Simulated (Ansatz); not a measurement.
# C3H10OSi: the cost of one run

Method: RKS BHLYP/6-31G, in Ansatz 0.2.0.

## Step 1: Starting point

Bond lengths: Si1–O2 1.680 Å, O2–C3 1.420 Å, C3–H4 1.110 Å, C3–H5 1.110 Å, C3–H6 1.110 Å, Si1–H7 1.460 Å, Si1–C8 1.869 Å, C8–H9 1.110 Å, C8–H10 1.110 Å, C8–H11 1.110 Å, Si1–C12 1.869 Å, C12–H13 1.110 Å, C12–H14 1.110 Å, C12–H15 1.110 Å. Angles (14 of 25 angles, heavy atoms first): Si1–O2–C3 125.0°, O2–Si1–C8 109.5°, O2–Si1–C12 109.5°, C8–Si1–C12 109.5°, O2–Si1–H7 109.5°, H7–Si1–C8 109.5°, H7–Si1–C12 109.5°, O2–C3–H4 109.5°, O2–C3–H5 109.5°, O2–C3–H6 109.5°, Si1–C8–H9 109.5°, Si1–C8–H10 109.5°, Si1–C8–H11 109.5°, Si1–C12–H13 109.5°.

Coordinates:

```xyz
15

Si    0.0000    0.0000    0.0000
O     0.0000    0.0000    1.6800
C    -1.1112   -0.3437    2.4945
H    -1.8140   -0.9775    1.9143
H    -0.7584   -0.9037    3.3856
H    -1.6313    0.5809    2.8212
H     1.3768    0.0000   -0.4862
C    -0.8808    1.5259   -0.6227
H    -1.9334    1.2723   -0.8671
H    -0.8624    2.3106    0.1622
H    -0.3704    1.9025   -1.5336
C    -0.8808   -1.5259   -0.6227
H    -1.3804   -2.0377    0.2261
H    -1.6409   -1.2332   -1.3768
H    -0.1449   -2.2146   -1.0879
```

## Step 2: Relaxing the start

Contents of input.yaml:

```yaml
crystal:
  periodic: [false, false, false]
  atoms:
    - { symbol: Si, position_ang: [0.0, 0.0, 0.0] }
    - { symbol: O, position_ang: [0.0, 0.0, 1.68] }
    - { symbol: C, position_ang: [-1.1112, -0.3437, 2.4945] }
    - { symbol: H, position_ang: [-1.814, -0.9775, 1.9143] }
    - { symbol: H, position_ang: [-0.7584, -0.9037, 3.3856] }
    - { symbol: H, position_ang: [-1.6313, 0.5809, 2.8212] }
    - { symbol: H, position_ang: [1.3768, 0.0, -0.4862] }
    - { symbol: C, position_ang: [-0.8808, 1.5259, -0.6227] }
    - { symbol: H, position_ang: [-1.9334, 1.2723, -0.8671] }
    - { symbol: H, position_ang: [-0.8624, 2.3106, 0.1622] }
    - { symbol: H, position_ang: [-0.3704, 1.9025, -1.5336] }
    - { symbol: C, position_ang: [-0.8808, -1.5259, -0.6227] }
    - { symbol: H, position_ang: [-1.3804, -2.0377, 0.2261] }
    - { symbol: H, position_ang: [-1.6409, -1.2332, -1.3768] }
    - { symbol: H, position_ang: [-0.1449, -2.2146, -1.0879] }
basis:
  gaussian: { orbitals: "6-31G" }
hamiltonian:
  xc: { name: BHLYP }
relax:
  f_tol: 0.02
  max_steps: 40
```

On the command line:

```console
> ansatz run input.yaml --threads 2 --pin off --max-ram 3072MiB --backend cpu --events-out ev --progress --plain --runs-dir out
```

Q: Estimate wall time and peak memory on 2 threads of Arm Neoverse V2, shared host.

About 44 s, with a peak of 0.16 GiB.
